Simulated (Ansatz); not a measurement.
# CH7BF2SiSn: the cost of one run

Method: RKS PBE0-D4/def2-SVP, in Ansatz 0.2.0.

## Step 1: The starting structure

Bond lengths: B1–Sn2 2.193 Å, Sn2–F3 1.919 Å, Sn2–Si4 2.525 Å, Si4–C5 1.915 Å, C5–F6 1.407 Å, B1–H7 1.222 Å, B1–H8 1.123 Å, Sn2–H9 1.798 Å, Si4–H10 1.410 Å, Si4–H11 1.455 Å, C5–H12 1.095 Å, C5–H13 1.133 Å. Angles (14 of 21 angles, heavy atoms first): B1–Sn2–F3 107.6°, B1–Sn2–Si4 111.7°, F3–Sn2–Si4 108.2°, Sn2–Si4–C5 107.0°, Si4–C5–F6 108.6°, B1–Sn2–H9 109.9°, F3–Sn2–H9 110.3°, Si4–Sn2–H9 109.2°, Sn2–B1–H7 116.9°, Sn2–B1–H8 122.0°, Sn2–Si4–H10 111.0°, Sn2–Si4–H11 108.2°, C5–Si4–H10 109.8°, C5–Si4–H11 105.7°.

As a file:

```xyz
13

B    -1.0333   -2.1633    0.8399
Sn    0.8217   -0.9964    0.9263
F     2.2850   -2.2122    0.6722
Si    0.9154    0.7420   -0.9029
C    -0.6864    1.7827   -0.7696
F    -0.6912    2.4431    0.4724
H    -2.0821   -1.5437    0.9422
H    -1.0318   -3.2689    0.6444
H     0.9594   -0.1815    2.5235
H     2.0417    1.5754   -0.7493
H     0.8350    0.0586   -2.1854
H    -0.6747    2.5545   -1.5461
H    -1.6384    1.1748   -0.8526
```

## Step 2: End point A

Contents of input.yaml:

```yaml
crystal:
  periodic: [false, false, false]
  atoms:
    - { symbol: B, position_ang: [-1.0333, -2.1633, 0.8399] }
    - { symbol: Sn, position_ang: [0.8217, -0.9964, 0.9263] }
    - { symbol: F, position_ang: [2.285, -2.2122, 0.6722] }
    - { symbol: Si, position_ang: [0.9154, 0.742, -0.9029] }
    - { symbol: C, position_ang: [-0.6864, 1.7827, -0.7696] }
    - { symbol: F, position_ang: [-0.6912, 2.4431, 0.4724] }
    - { symbol: H, position_ang: [-2.0821, -1.5437, 0.9422] }
    - { symbol: H, position_ang: [-1.0318, -3.2689, 0.6444] }
    - { symbol: H, position_ang: [0.9594, -0.1815, 2.5235] }
    - { symbol: H, position_ang: [2.0417, 1.5754, -0.7493] }
    - { symbol: H, position_ang: [0.835, 0.0586, -2.1854] }
    - { symbol: H, position_ang: [-0.6747, 2.5545, -1.5461] }
    - { symbol: H, position_ang: [-1.6384, 1.1748, -0.8526] }
basis:
  gaussian: { orbitals: def2-SVP }
hamiltonian:
  xc: pbe0
  dispersion: d4
relax:
  f_tol: 0.015
  max_steps: 40
```

On the command line:

```
$ ansatz run input.yaml --threads 2 --pin off --max-ram 3072MiB --backend cpu --events-out ev --progress --plain --runs-dir out
```

Q: Estimate wall time and peak memory on 2 threads of AMD EPYC 9R45 (Zen 5), shared host.

About 36 s, with a peak of 0.43 GiB.
